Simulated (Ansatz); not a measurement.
# C₄H₃F₇: taking an electron away

An exercise on one series of results from a longer session: the logs are not shown, and one member is left open.

Computed with Ansatz 0.2.0, Gaussian basis. Level: unrestricted cation, the program's frozen cores in correlated methods.

The runs, in order: UKS PBE-D4/def2-TZVPP; UKS r2SCAN-D4/def2-TZVPP; UKS PBE0-D4/def2-TZVPP; UKS B3LYP-D4/def2-TZVPP; UKS wB97X-V/def2-TZVPP; UKS wB97M-V/def2-TZVPP; UKS B2PLYP/def2-TZVPP; UHF-CCSD(T)/def2-TZVPP; UHF-MP2/def2-QZVPP; extrapolation to the limit; then −ε(HOMO) from the neutral's earlier runs with LDA (SPW92), PBE-D4, revPBE-D4, BLYP-D4, r2SCAN-D4, B97M-V, PBE0-D4, B3LYP-D4, r2SCANh-D4, r2SCAN0-D4, HSE06-D4, BHLYP-D4, CAM-B3LYP-D4, LC-ωPBE, ωB97X-V, ωB97M-V.

### The relaxed structure

The geometry comes from an earlier relaxation with PBE0-D4 in a triple-zeta def2 set; it is a stationary point, not always the lowest conformer.

SMILES `FC(F)C(F)C(F)(F)C(F)F`, 14 atoms, charge 0, spin multiplicity 1.

Atoms are counted from 1 here; the program's logs count them from 0.

Bond lengths: F1–C2 1.345 Å, C2–F3 1.357 Å, C2–C4 1.520 Å, C2–H12 1.093 Å, C4–F5 1.366 Å, C4–C6 1.530 Å, C4–H13 1.094 Å, C6–F7 1.355 Å, C6–F8 1.343 Å, C6–C9 1.537 Å, C9–F10 1.342 Å, C9–F11 1.350 Å, C9–H14 1.091 Å. Angles: F1–C2–F3 107.9°, F1–C2–C4 108.8°, F1–C2–H12 109.0°, F3–C2–C4 109.5°, F3–C2–H12 109.1°, C4–C2–H12 112.5°, C2–C4–F5 106.9°, C2–C4–C6 114.0°, C2–C4–H13 109.5°, F5–C4–C6 107.8°, F5–C4–H13 109.3°, C6–C4–H13 109.3°, C4–C6–F7 109.7°, C4–C6–F8 107.9°, C4–C6–C9 115.2°, F7–C6–F8 107.9°, F7–C6–C9 107.4°, F8–C6–C9 108.5° and more.

The first run:

The input, in.yaml:

```yaml
crystal:
  periodic: [false, false, false]
  atoms:
    - {symbol: F, position_ang: [-0.654871, 1.001105, -2.591982]}
    - {symbol: C, position_ang: [0.130302, 0.670942, -1.550962]}
    - {symbol: F, position_ang: [0.651088, -0.558200, -1.796024]}
    - {symbol: C, position_ang: [-0.721354, 0.619932, -0.292508]}
    - {symbol: F, position_ang: [-1.180898, 1.887496, -0.072862]}
    - {symbol: C, position_ang: [0.042545, 0.176344, 0.957338]}
    - {symbol: F, position_ang: [1.178605, 0.905179, 1.080147]}
    - {symbol: F, position_ang: [-0.730327, 0.432079, 2.025203]}
    - {symbol: C, position_ang: [0.441848, -1.308003, 0.988698]}
    - {symbol: F, position_ang: [0.889061, -1.603711, 2.218671]}
    - {symbol: F, position_ang: [-0.651230, -2.059083, 0.736122]}
    - {symbol: H, position_ang: [0.945453, 1.395729, -1.476277]}
    - {symbol: H, position_ang: [-1.570799, -0.049899, -0.453744]}
    - {symbol: H, position_ang: [1.217578, -1.539210, 0.256980]}
basis:
  gaussian: {orbitals: def2-TZVPP}
total_charge: 1
magnetization: {spin_polarized: true, initial_magnetization: 1}
hamiltonian: {xc: pbe, dispersion: d4}
```

On the command line:

```console
$ ansatz run in.yaml --threads 4 --pin off --events-out ev --progress --plain --max-ram 66560MiB --backend cuda --devices 0, --max-vram 37GiB
```

Among the steps run: Cation, UKS PBE-D4/def2-TZVPP; Cation, UKS r2SCAN-D4/def2-TZVPP; Cation, UKS PBE0-D4/def2-TZVPP; Cation, UKS B3LYP-D4/def2-TZVPP; Cation, UKS wB97X-V/def2-TZVPP; Cation, UKS wB97M-V/def2-TZVPP; Cation, UKS B2PLYP (frozen core)/def2-TZVPP; Cation, UHF-CCSD(T)/def2-TZVPP; Cation, UHF-MP2/def2-QZVPP.

One of the session's tables, all rows but one given; the rest of the session is left out.

It belongs to the step «Ionisation energies side by side». For comparison, −ε(HOMO) of the neutral from earlier runs:

```
  functional  −ε(HOMO) (eV)
 LDA (SPW92)           8.44
      PBE-D4           8.20
   revPBE-D4           8.10
     BLYP-D4           8.20
   r2SCAN-D4           8.61
      B97M-V           8.79
     PBE0-D4          10.02
    B3LYP-D4           9.83
  r2SCANh-D4           9.29
  r2SCAN0-D4          10.30
    HSE06-D4           9.61
    BHLYP-D4          11.86
CAM-B3LYP-D4          11.61
     LC-ωPBE          12.84
     ωB97X-V          12.52
     ωB97M-V              ?
```

Q: Estimate the row for ωB97M-V from the others.

The run gave: −ε(HOMO) (eV): 12.43. In the column «−ε(HOMO) (eV)» it lies between BHLYP-D4 (11.86) and ωB97X-V (12.52).

To keep in mind: The cation may have settled in a state other than its lowest; no search over hole states beyond the program's own was made.
